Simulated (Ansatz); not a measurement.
# Tm3ZrO: the cost of one run

Program: Ansatz 0.2.0. Level of theory: DFT PBE, scalar-relativistic, plane waves, PAW; 4f electrons in the core of a trivalent norm-conserving potential. These are calculated values, not measurements.

### 1 The starting structure

The structure is tetragonal, space group P4/mmm (No. 123). The conventional cell has a = 5.081 Å, b = 5.081 Å, c = 4.393 Å, α = 90.00°, β = 90.00°, γ = 90.00°. Tm (site symmetry mmm) has 2 Tm at 2.54 Å and 2 Zr at 2.54 Å in its first shell of neighbours. Tm (site symmetry 4/mmm) has 4 Tm at 2.54 Å in its first shell of neighbours. Zr (site symmetry 4/mmm) has 2 O at 2.20 Å in its first shell of neighbours. O (site symmetry 4/mmm) is surrounded by 2 Zr at 2.20 Å.

Coordinates:

```cif
data_structure
_symmetry_space_group_name_H-M 'P 1'
_symmetry_Int_Tables_number 1
_cell_length_a 5.0809
_cell_length_b 5.0809
_cell_length_c 4.3931
_cell_angle_alpha 90.000
_cell_angle_beta 90.000
_cell_angle_gamma 90.000
_cell_volume 113.41
loop_
_atom_site_label
_atom_site_type_symbol
_atom_site_fract_x
_atom_site_fract_y
_atom_site_fract_z
_atom_site_occupancy
Tm1 Tm 0.00000 0.50000 0.00000 1
Tm2 Tm 0.50000 0.00000 0.00000 1
Tm3 Tm 0.00000 0.00000 0.00000 1
Zr1 Zr 0.50000 0.50000 0.00000 1
O1 O 0.50000 0.50000 0.50000 1
```

The cell is invented: random cell by space group and Wyckoff sites (P4/mmm, No. 123). Lengths come from tabulated atomic sizes and are only a guess.

### 2 The guess as it stands, on a coarse mesh

input.yaml

```yaml
crystal:
  lattice:
    - [5.08086029, 0.0, 0.0]
    - [0.0, 5.08086029, 0.0]
    - [0.0, 0.0, 4.39310331]
  atoms:
    - { symbol: Tm, position: [0.0, 0.5, 0.0] }
    - { symbol: Tm, position: [0.5, 0.0, 0.0] }
    - { symbol: Tm, position: [0.0, 0.0, 0.0] }
    - { symbol: Zr, position: [0.5, 0.5, 0.0] }
    - { symbol: O, position: [0.5, 0.5, 0.5] }
basis:
  ecutwfc: 690
kpoints:
  mp_grid: { grid: [4, 4, 4] }
hamiltonian:
  xc: pbe
  pseudopotentials:
    kind: paw
    azcp: { Tm: "pseudopotentials/pbe/nc/lanthanide_3plus/Tm.nc.azcp" }
scf:
  occupations: { method: gaussian, width: 0.1 }
  lower_state_search: "off"
output:
  forces: true
  stress: true
  eigenvalues: true
```

Command:

```
> ansatz run input.yaml --threads 1 --pin off --max-ram 2560MiB --backend cpu --events-out ev --progress --plain --runs-dir out
```

What time and memory should one allow on 1 thread of Intel Xeon at 2.50GHz (Skylake/Cascade Lake), shared host?

About 24 s, with a peak of 0.47 GiB.
